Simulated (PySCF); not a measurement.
# W(OH)₂: relaxation and vibrations of the singlet

Aim: relax W(OH)₂ as a singlet from a linear start, check by its vibrations whether the end is a minimum, and collect its spectrum and constants.

Program: PySCF 2.14.0. Level of theory: PBE0, basis W def2-TZVP with ECP60, O def2-TZVP, H def2-TZVP, scalar-relativistic core potentials, no spin–orbit coupling, density fitting. These are calculated values, not measurements.

**1. Where the work starts**

5 atoms, charge 0, spin multiplicity 1.

Bond lengths: W1–O2 2.000 Å, W1–O3 2.000 Å, O2–H4 0.960 Å, O3–H5 0.960 Å. Angles: O2–W1–O3 180.0°, W1–O2–H4 130.0°, W1–O3–H5 130.0°.

```xyz
5
charge 0 multiplicity 1
W     0.0000    0.0000    0.0000
O     0.0000    0.0000    2.0000
O     0.0000    0.0000   -2.0000
H    -0.7354    0.0000    2.6171
H     0.7354    0.0000   -2.6171
```

**2. The SCF at the typed geometry**

The steps below are one call of a driver around PySCF. For each, scf.py gives the equivalent set-up of the SCF; relaxations use the driver's own optimiser. After this first run the driver tries any further starts and a stability analysis.

The input, scf.py:

```python
from pyscf import gto, scf, dft
mol = gto.M(atom='''
W      0.000000     0.000000     0.000000
O      0.000000     0.000000     2.000000
O      0.000000     0.000000    -2.000000
H     -0.735400     0.000000     2.617100
H      0.735400     0.000000    -2.617100''',
    basis={'W': 'def2-TZVP', 'O': 'def2-TZVP', 'H': 'def2-TZVP'},
    ecp={'W': 'def2-TZVP'},
    charge=0, spin=0)
mf = dft.RKS(mol, xc='PBE0')
mf.grids.atom_grid = (50, 194)
aux = {'W': 'def2-universal-JKFIT', 'O': 'def2-universal-JKFIT', 'H': 'def2-universal-JKFIT'}
mf = mf.density_fit(auxbasis=aux)
mf.conv_tol = 1e-08
mf.diis_space = 10
mf.max_cycle = 60
mf.init_guess = 'minao'
mf.verbose = 4
mf.kernel()
```

Launch:

```bash
> OMP_NUM_THREADS=4 python axn.py task.json out
```

Log:

```text
init E= -199.630265629619
cycle= 1 E= -218.260985082165  delta_E= -18.6  |g|= 1.28  |ddm|= 7.25
  HOMO = -0.172196866821412  LUMO = -0.171054237390398  gap/eV = 0.03109
cycle= 2 E= -212.521784741492  delta_E= 5.74  |g|= 4.81  |ddm|=  2.9
  HOMO = -0.127461777945012  LUMO = -0.0456799936229315  gap/eV = 2.22540
cycle= 3 E= -218.503851810001  delta_E= -5.98  |g|= 0.462  |ddm|= 2.84
  HOMO = -0.252294409016008  LUMO = -0.165439020206536  gap/eV = 2.36346
cycle= 4 E= -218.561447919116  delta_E= -0.0576  |g|= 0.184  |ddm|= 0.948
  HOMO = -0.22693935120398  LUMO = -0.12442904120603  gap/eV = 2.78945
cycle= 5 E= -218.569076791391  delta_E= -0.00763  |g|= 0.0389  |ddm|= 0.198
  HOMO = -0.223793924253901  LUMO = -0.120552502040879  gap/eV = 2.80934
cycle= 6 E= -218.569397051626  delta_E= -0.00032  |g|= 0.00589  |ddm|= 0.0219
  HOMO = -0.223052582112848  LUMO = -0.119690125916683  gap/eV = 2.81264
cycle= 7 E= -218.569405842249  delta_E= -8.79e-06  |g|= 0.00154  |ddm|= 0.00576
  HOMO = -0.223043216512157  LUMO = -0.119706793183578  gap/eV = 2.81193
cycle= 8 E= -218.569407193808  delta_E= -1.35e-06  |g|= 0.000299  |ddm|= 0.0031
  HOMO = -0.223038557021268  LUMO = -0.119695794734066  gap/eV = 2.81210
cycle= 9 E= -218.569407643394  delta_E= -4.5e-07  |g|= 0.000151  |ddm|= 0.00264
  HOMO = -0.223051822539321  LUMO = -0.119697597862855  gap/eV = 2.81241
cycle= 10 E= -218.569407794378  delta_E= -1.51e-07  |g|= 4.88e-05  |ddm|= 0.00246
  HOMO = -0.223049443171323  LUMO = -0.119693912883917  gap/eV = 2.81245
cycle= 11 E= -218.569407796636  delta_E= -2.26e-09  |g|= 1.67e-05  |ddm|= 0.000203
  HOMO = -0.2230453503699  LUMO = -0.119689255072403  gap/eV = 2.81246
Extra cycle  E= -218.569407796898  delta_E= -2.62e-10  |g|= 3.09e-05  |ddm|= 8.68e-05
converged SCF energy = -218.569407796898
```

This step, with its further starts and checks, took 7.7 s on 4 threads of Arm Neoverse V1, shared host.

The starts that the driver tried:

| start | energy (Eh) |
| --- | --- |
| the minimal-basis guess | -218.569408 |
| a thermally smeared density | -218.569410 |
| a smeared PBE density | -218.569408 |

No lower closed-shell solution turned up from the other starts or in the test of internal stability.

**3. Relaxation: linear start, singlet**

The program finds C2h symmetry in the start, which this walk keeps. The walk stops when the largest gradient is under 0.0003 Eh/bohr and the energy has settled too.

Edit scf.py of step 2 so:

```diff
@@ -4 +4 @@
-O      0.000000     0.000000     2.000000
+O     -0.000000     0.000000     2.000000
@@ -18 +17,0 @@
-mf.init_guess = 'minao'
```

Steps of the walk:

| step | energy (Eh) | change (kJ/mol) | largest symmetric gradient (Eh/bohr) |
| --- | --- | --- | --- |
| 0 | -218.569410 | 0.00 | 0.07184 |
| 1 | -218.591580 | -58.21 | 0.01756 |
| 2 | -218.594887 | -66.89 | 0.01611 |
| 3 | -218.597002 | -72.44 | 0.01041 |
| 4 | -218.601738 | -84.88 | 0.02809 |
| 5 | -218.603971 | -90.74 | 0.00722 |
| 6 | -218.606022 | -96.12 | 0.00489 |
| 7 | -218.606577 | -97.58 | 0.00795 |
| 8 | -218.606684 | -97.86 | 0.00283 |
| 9 | -218.606722 | -97.96 | 0.00096 |
| 10 | -218.606724 | -97.97 | 0.00024 |

The walk took 19 s.

Geometry (Å) and forces (eV/Å) at some steps:

```
step 0
W    0.000   0.000   0.000   0.000   0.000   0.000
O    0.000   0.000   2.000  -0.164   0.000  -3.694
O    0.000   0.000  -2.000   0.164   0.000   3.694
H   -0.735   0.000   2.617   0.124   0.000   0.003
H    0.735   0.000  -2.617  -0.124   0.000  -0.003
step 1
W    0.000   0.000   0.000   0.000   0.000   0.000
O   -0.008   0.000   1.885  -0.818   0.000  -0.903
O    0.008   0.000  -1.885   0.818   0.000   0.903
H   -0.711   0.000   2.553   0.673   0.000  -0.234
H    0.711   0.000  -2.553  -0.673   0.000   0.234
step 5
W    0.000   0.000   0.000   0.000   0.000   0.000
O   -0.204   0.000   1.824  -0.371   0.000  -0.194
O    0.204   0.000  -1.824   0.371   0.000   0.194
H   -0.608   0.000   2.694   0.309   0.000  -0.192
H    0.608   0.000  -2.694  -0.309   0.000   0.192
step 10
W    0.000   0.000   0.000   0.000   0.000   0.001
O   -0.341   0.000   1.788  -0.003   0.000   0.012
O    0.341   0.000  -1.788   0.003   0.000  -0.012
H   -0.520   0.000   2.724   0.002   0.000  -0.008
H    0.520   0.000  -2.724  -0.002   0.000   0.008
```

End point (D∞h, 10 steps, 98.0 kJ/mol gained): O–H 0.953 Å (×2), W–O 1.820 Å (×2); H–O–W 180.0° (×2), O–W–O 180.0°.

**4. Frequencies**

The point is checked on the finer grid, and tightened if its gradient asks for it. The Hessian and the dipole derivatives come from central differences of analytic gradients, with steps of 0.02 bohr.

Edit scf.py of step 3 so:

```diff
@@ -4,4 +4,4 @@
-O     -0.000000     0.000000     2.000000
-O      0.000000     0.000000    -2.000000
-H     -0.735400     0.000000     2.617100
-H      0.735400     0.000000    -2.617100''',
+O     -0.341165    -0.000000     1.787839
+O      0.341165     0.000000    -1.787839
+H     -0.519802     0.000000     2.723968
+H      0.519802    -0.000000    -2.723968''',
@@ -12 +12 @@
-mf.grids.atom_grid = (50, 194)
+mf.grids.atom_grid = (75, 302)
@@ -15 +15 @@
-mf.conv_tol = 1e-08
+mf.conv_tol = 1e-10
```

The driver hands on the density of the step before, so the log starts near convergence.

Log of the central SCF (cycles and frontier levels):

```text
init E= -218.606706437708
  HOMO = -0.191706847084894  LUMO = -0.0883662518533015  gap/eV = 2.81204
cycle= 1 E= -218.6067064377  delta_E= 8.53e-12  |g|= 7.13e-06  |ddm|= 7.58e-06
  HOMO = -0.191705663195514  LUMO = -0.0883650993984197  gap/eV = 2.81204
Extra cycle  E= -218.606706437666  delta_E= 3.32e-11  |g|= 1.5e-05  |ddm|= 1.33e-05
converged SCF energy = -218.606706437666
```

The whole step took 28 s.

Geometry: D∞h; O–H 0.953 Å (×2), W–O 1.820 Å (×2); H–O–W 180.0° (×2), O–W–O 180.0°.

Harmonic modes (main isotopes):

```
symmetry  ω (cm⁻¹)  IR (km/mol)  μ (u)
      πu        37          115   2.37
      πu       461          256   1.62
      πg       485          0.0   1.14
     σu+       770          229   9.85
     σg+       824          0.0   8.26
     σu+      3994          703   1.07
     σg+      3999          0.0   1.07
```

No imaginary mode, so this is a minimum.

Constants and moments:

```yaml
Dipole_moment: 0.00 D
Highest_occupied_level: -5.22 eV
Lowest_empty_level: -2.40 eV
Rotational_constants: 0.1388 cm⁻¹
Zero-point_energy: 69.1 kJ/mol
Principal_polarisabilities: 59.1, 59.1, 61.2 bohr³
Atomisation_energy_without_zero-point_energy: 1726 kJ/mol
Principal_traceless_quadrupole_moments_about_the_centre_of_mass: -9.16, -9.16, 18.32 D Å
Entropy_at_298.15_K_and_1_bar: 298.8 J/(mol K)
Heat_capacity_Cp_at_298.15_K: 73.1 J/(mol K)
Enthalpy_at_298.15_K_above_0_K: 16.20 kJ/mol
Rotational_symmetry_number: 2
```

Charges (e) and bond orders:

```csv
atom,Mulliken,Löwdin,polar tensor,Mayer order to W1
W1,0.48,0.26,0.66,–
"O2,3",-0.59,-0.30,-0.70,1.20
"H4,5",0.35,0.17,0.37,0.02
```

Mulliken populations on W1 (outside its core potential): s 3.52, p 6.23, d 3.67, f 0.11.

**5. The broken-symmetry singlet**

A stability analysis found the closed shell of the lowest minimum unstable towards spin polarisation, so the unrestricted solution is followed.

The program finds D∞h symmetry in the start, which may break. Threshold on the gradient: 0.0003 Eh/bohr, with a further test on the energy change.

Edit scf.py of step 4 so:

```diff
@@ -4 +4 @@
-O     -0.341165    -0.000000     1.787839
+O     -0.341165     0.000000     1.787839
@@ -7 +7 @@
-H      0.519802    -0.000000    -2.723968''',
+H      0.519802     0.000000    -2.723968''',
@@ -11,2 +11,2 @@
-mf = dft.RKS(mol, xc='PBE0')
-mf.grids.atom_grid = (75, 302)
+mf = dft.UKS(mol, xc='PBE0')
+mf.grids.atom_grid = (50, 194)
@@ -15 +15 @@
-mf.conv_tol = 1e-10
+mf.conv_tol = 1e-08
```

Steps of the walk:

| step | energy (Eh) | change (kJ/mol) | largest gradient (Eh/bohr) |
| --- | --- | --- | --- |
| 0 | -218.631497 | 0.00 | 0.00109 |
| 1 | -218.631499 | -0.01 | 0.00026 |

The walk took 4.1 s.

Positions (Å) and forces (eV/Å) along the way:

```
step 0
W    0.000   0.000   0.000   0.000   0.000   0.000
O   -0.341   0.000   1.788  -0.011   0.000   0.056
O    0.341   0.000  -1.788   0.011   0.000  -0.056
H   -0.520   0.000   2.724   0.001   0.000  -0.004
H    0.520   0.000  -2.724  -0.001   0.000   0.004
step 1
W    0.000   0.000   0.000   0.000   0.000   0.000
O   -0.341   0.000   1.789   0.002   0.000  -0.013
O    0.341   0.000  -1.789  -0.002   0.000   0.014
H   -0.520   0.000   2.725  -0.001   0.000   0.006
H    0.520   0.000  -2.725   0.001   0.000  -0.006
```

After 1 steps and 0.0 kJ/mol it ends at D∞h: O–H 0.953 Å (×2), W–O 1.822 Å (×2); H–O–W 180.0° (×2), O–W–O 180.0°.

**6. Frequencies**

The same treatment as at the point before.

Edit scf.py of step 5 so:

```diff
@@ -4,4 +4,4 @@
-O     -0.341165     0.000000     1.787839
-O      0.341165     0.000000    -1.787839
-H     -0.519802     0.000000     2.723968
-H      0.519802     0.000000    -2.723968''',
+O     -0.341398     0.000000     1.789063
+O      0.341398    -0.000000    -1.789063
+H     -0.520018     0.000000     2.725102
+H      0.520018    -0.000000    -2.725102''',
@@ -12 +12 @@
-mf.grids.atom_grid = (50, 194)
+mf.grids.atom_grid = (75, 302)
@@ -15 +15 @@
-mf.conv_tol = 1e-08
+mf.conv_tol = 1e-10
```

SCF at the final geometry:

```text
init E= -218.631479422016
[... the frontier-level lines of each cycle are left out ...]
cycle= 1 E= -218.631479421814  delta_E= 2.01e-10  |g|= 2.67e-05  |ddm|= 2.52e-05
cycle= 2 E= -218.631479420909  delta_E= 9.05e-10  |g|= 5.6e-05  |ddm|= 4.98e-05
cycle= 3 E= -218.631479422097  delta_E= -1.19e-09  |g|= 1.27e-06  |ddm|= 3.26e-05
cycle= 4 E= -218.6314794221  delta_E= -2.79e-12  |g|= 9.07e-07  |ddm|= 1.71e-06
Extra cycle  E= -218.631479422108  delta_E= -8.3e-12  |g|= 9.28e-07  |ddm|= 4.07e-06
converged SCF energy = -218.631479422108  <S^2> = 1.0008467  2S+1 = 2.2368252
```

The whole step took 48 s on 4 threads of Arm Neoverse V1, shared host.

Geometry: D∞h; O–H 0.953 Å (×2), W–O 1.821 Å (×2); H–O–W 180.0° (×2), O–W–O 180.0°.

Harmonic modes (main isotopes):

| ω (cm⁻¹) | IR (km/mol) |
| --- | --- |
| 52 | 57.0 |
| 52 | 57.0 |
| 459 | 129 |
| 459 | 129 |
| 484 | 0.0 |
| 484 | 0.0 |
| 768 | 229 |
| 823 | 0.0 |
| 3996 | 697 |
| 4000 | 0.0 |

All wavenumbers are real: a minimum.

Here the density breaks the symmetry of the frame, and no labels are given; pairs that should be degenerate can split.

Properties at this point:

| Property | Result |
| --- | --- |
| Dipole moment | 0.00 D |
| Highest occupied level | -5.47 eV |
| Lowest empty level | -1.70 eV |
| Rotational constants | 0.1386 cm⁻¹ |
| Zero-point energy | 69.2 kJ/mol |
| Principal polarisabilities | 58.8, 58.8, 61.3 bohr³ |
| Atomisation energy without zero-point energy | 1791 kJ/mol |
| Principal traceless quadrupole moments about the centre of mass | -9.04, -9.04, 18.08 D Å |
| Entropy at 298.15 K and 1 bar | 293.0 J/(mol K) |
| Heat capacity Cp at 298.15 K | 73.1 J/(mol K) |
| Enthalpy at 298.15 K above 0 K | 16.04 kJ/mol |
| Rotational symmetry number | 2 |
| Spin squared ⟨S²⟩ | 1.001 |

Charges (e) and bond orders:

| atom | Mulliken | Löwdin | polar tensor | spin (Mulliken) | Mayer order to W1 |
| --- | --- | --- | --- | --- | --- |
| W1 | 0.49 | 0.26 | 0.67 | 0.00 | – |
| O2,3 | -0.59 | -0.30 | -0.71 | 0.00 | 1.20 |
| H4,5 | 0.35 | 0.17 | 0.37 | 0.00 | 0.02 |

Outer orbital energies (eV). α occupied: -16.78, -14.02, -11.16, -11.16, -10.15, -10.15, -5.83, -5.47; empty: -1.70, -0.76, -0.76, 0.61. β occupied: -16.78, -14.02, -11.16, -11.16, -10.15, -10.15, -5.83, -5.47; empty: -1.70, -0.76, -0.76, 0.61.

Mulliken populations on W1 (outside its core potential): s 3.52, p 6.23, d 3.66, f 0.11.

**7. The points found, side by side**

| spin | group | bonds | imaginary modes (cm⁻¹) | ΔE (kJ/mol) | with zero-point energy |
| --- | --- | --- | --- | --- | --- |
| broken-symmetry (Ms = 0) | D∞h (density of lower symmetry) | O–H 0.953 Å (×2), W–O 1.821 Å (×2) | none | 0.0 | 0.0 |
| singlet | D∞h | O–H 0.953 Å (×2), W–O 1.820 Å (×2) | none | 65.0 | 64.9 |

**8. Results**

```
                                          quantity                                                                value
                                           minimum                                        broken-symmetry (Ms = 0), D∞h
                                          geometry  O–H 0.953 Å (×2), W–O 1.821 Å (×2); H–O–W 180.0° (×2), O–W–O 180.0°
                                wavenumbers (cm⁻¹)                     52, 52, 459, 459, 484, 484, 768, 823, 3996, 4000
                                     dipole moment                                                               0.00 D
highest occupied, lowest empty level (either spin)                                                      -5.47, -1.70 eV
                         polar-tensor charge of W1                                                              +0.67 e
                                 zero-point energy                                                          69.2 kJ/mol
                               entropy at 298.15 K                                                      293.0 J/(mol K)
         atomisation energy (no zero-point energy)                                                          1791 kJ/mol
                                              ⟨S²⟩                                                                1.001
```

What this shows: From C2h at the start the molecule goes to a D∞h minimum. The determinant is spin-contaminated (⟨S²⟩ = 1.00 against 0.00), so it is no pure spin state. In the infrared the band at 3996 cm⁻¹ leads. W1 has a polar-tensor charge of +0.7 e (a dipole derivative, not a static charge), yet symmetry cancels the bond dipoles. Only this shape and spin were tried, so other structures or states may lie lower. The SCF density has lower symmetry than the nuclear frame. Spin–orbit coupling, left out here, can matter for elements this heavy.

The search up to here took 1.8 min.
